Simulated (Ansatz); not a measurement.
**wB97X/def2-SVP run of CH5AsSi (SMILES C1[SiH2][AsH]1)**

Aim: the energy change on altering one bond length of CH5AsSi at wB97X/def2-SVP, from 2 runs. 

The calculation is run with Ansatz 0.2.0.

78 further runs of the same task are left out: 78 set aside as unsound or not needed.

### 1 The molecule

The species is CH5AsSi (8 atoms), meant as a singlet with charge 0. As SMILES, `C1[SiH2][AsH]1`. The coordinates come from a PBE0-D4/def2-TZVP relaxation.

Bond lengths: C1–Si2 1.843 Å, C1–As3 2.046 Å, Si2–As3 2.317 Å, C1–H4 1.084 Å, C1–H5 1.086 Å, Si2–H6 1.480 Å, Si2–H7 1.479 Å, As3–H8 1.526 Å. Some angles: C1–Si2–As3 57.6°, Si2–C1–As3 72.9°, C1–As3–Si2 49.5°, C1–Si2–H6 117.5°, C1–Si2–H7 118.2°, As3–Si2–H6 118.8°, As3–Si2–H7 119.8°, Si2–C1–H4 121.0°, Si2–C1–H5 118.1°, As3–C1–H4 114.8°.

### 2 A single-point energy at wB97X/def2-SVP

input.yaml reads:

```yaml
crystal:
  periodic: [false, false, false]
  atoms:
    - {symbol: C, position_ang: [-0.770300, 0.017900, -0.576000]}
    - {symbol: Si, position_ang: [0.707800, 0.663100, 0.315700]}
    - {symbol: As, position_ang: [-0.538100, -1.122700, 1.107200]}
    - {symbol: H, position_ang: [-0.667200, -0.524000, -1.509300]}
    - {symbol: H, position_ang: [-1.690700, 0.591800, -0.522300]}
    - {symbol: H, position_ang: [0.581300, 1.973900, 0.990500]}
    - {symbol: H, position_ang: [2.040800, 0.422300, -0.277100]}
    - {symbol: H, position_ang: [0.428400, -2.079400, 0.415600]}
basis:
  gaussian:
    orbitals: def2-SVP
hamiltonian:
  xc: {name: wB97X}
output: {orbitals: {seedname: orbitals}}
accuracy: high
```

Launch:

```console
$ ansatz run input.yaml --threads 1 --pin off --max-ram 3480MiB --events-out events.jsonl --progress --plain --runs-dir runs
```

Output:

```text
Warning: RAYON_NUM_THREADS=1 ignored (pool sized by the plan → 1); use --threads N
Functional definition: wB97X
  name "wB97X"
  parameter omega = 0.3/bohr
  parameter cx = 0.157706
  parameter cx1 = 0.726479
  parameter cx2 = 1.04760
  parameter cx3 = -5.70635
  parameter cx4 = 13.2794
  parameter css1 = -4.33879
  parameter css2 = 18.2308
  parameter css3 = -31.7430
  parameter css4 = 17.2901
  parameter cos1 = 2.37031
  parameter cos2 = -11.3995
  parameter cos3 = 6.58405
  parameter cos4 = -3.78132
  exchange = spin_sum(e_x_unif_sr(omega)*poly(b97_u_x, 1 - cx, cx1, cx2, cx3, cx4)) + cx*exact_x_sr(omega)
      + exact_x_lr(omega)
  correlation = spin_sum(e_c_pw_same_spin*poly(b97_u_same, 1, css1, css2, css3, css4))
      + integral(e_c_pw_opposite_spin*poly(b97_u_opposite, 1, cos1, cos2, cos3, cos4))
1915 factors; integrals over basis functions are off by at most 4.8e-9 eV
360 factors; integrals over basis functions are off by at most 1.8e-9 eV
mean field evaluation 1: about -69824.4734 eV, gradient 2.8e1 eV
mean field evaluation 2: about -69824.9053 eV, gradient 2.5e1 eV
mean field evaluation 4: about -69826.4404 eV, gradient 6.5e-1 eV
mean field evaluation 8: about -69826.5324 eV, gradient 5.2e-2 eV
mean field evaluation 16: about -69826.5324 eV, gradient 2.7e-5 eV
mean field -69826.53236729 eV, -2566.0777343742 hartree, gradient 6.1e-8 eV, S^2 0.000000; 0 other end points of the search recorded, 0 dependent functions left out
reference -69826.53236456 eV, -2566.0777342739 hartree; 29, 29 occupied and 60, 60 virtual orbitals, 1915 factors
Total energy: -69826.53236456 eV, -2566.0777342739 hartree
```

Wall time 30 s (1 thread of Arm Neoverse V1, shared host); peak memory 0.52 GiB.

### 3 The distorted shape

run.yaml reads:

```yaml
crystal:
  periodic: [false, false, false]
  atoms:
    - symbol: C
      position_ang: [-1.836703, 0.210541, -0.101759]
    - symbol: Si
      position_ang: [-0.358603, 0.855741, 0.789941]
    - symbol: As
      position_ang: [-1.604503, -0.930059, 1.581441]
    - symbol: H
      position_ang: [-1.733603, -0.331359, -1.035059]
    - symbol: H
      position_ang: [-2.757103, 0.784441, -0.048059]
    - symbol: H
      position_ang: [-0.485103, 2.166541, 1.464741]
    - symbol: H
      position_ang: [2.040800, 0.422300, -0.277100]
    - symbol: H
      position_ang: [-0.638003, -1.886759, 0.889841]
basis:
  gaussian:
    orbitals: def2-SVP
output: {orbitals: {seedname: orbitals}}
accuracy: high
hamiltonian:
  xc: {name: wB97X}
```

Launch:

```console
$ ansatz run run.yaml --threads 1 --pin off --max-ram 3480MiB --events-out events.jsonl --progress --plain --runs-dir runs
```

Output, shortened:

```text
Warning: RAYON_NUM_THREADS=1 ignored (pool sized by the plan → 1); use --threads N
[... 2 set-up lines as earlier in the session ...]
[...]
      + exact_x_lr(omega)
[...]
      + integral(e_c_pw_opposite_spin*poly(b97_u_opposite, 1, cos1, cos2, cos3, cos4))
1893 factors; integrals over basis functions are off by at most 4.2e-9 eV
373 factors; integrals over basis functions are off by at most 1.9e-9 eV
[...]
mean field -69823.00496337 eV, -2565.9481046714 hartree, gradient 2.9e-8 eV, S^2 0.000000; 0 other end points of the search recorded, 0 dependent functions left out
reference -69823.00496047 eV, -2565.9481045646 hartree; 29, 29 occupied and 60, 60 virtual orbitals, 1893 factors
Total energy: -69823.00496047 eV, -2565.9481045646 hartree
```

It took 32 s on 1 thread of Arm Neoverse V1, shared host; peak memory 0.52 GiB.

### 4 Outcome

Level: wB97X/def2-SVP.

| quantity | value |
| --- | --- |
| first shape: total energy | -2566.07773 Eh |
| first shape: HOMO energy | -9.02 eV |
| first shape: LUMO energy | 1.90 eV |
| first shape: HOMO–LUMO gap | 10.93 eV |
| distorted shape: total energy | -2565.94810 Eh |
| distorted shape: HOMO energy | -9.05 eV |
| distorted shape: LUMO energy | -1.04 eV |
| distorted shape: HOMO–LUMO gap | 8.02 eV |
| energy change with the Si2–H7 bond stretched from 1.479 to 2.662 Å | 3.527 eV |

With the Si2–H7 bond stretched from 1.479 to 2.662 Å the energy rises by 3.53 eV (81 kcal/mol). The first shape isn't relaxed at this level, so the change isn't measured from a minimum. A restricted reference can't describe the breaking bond well at this length.
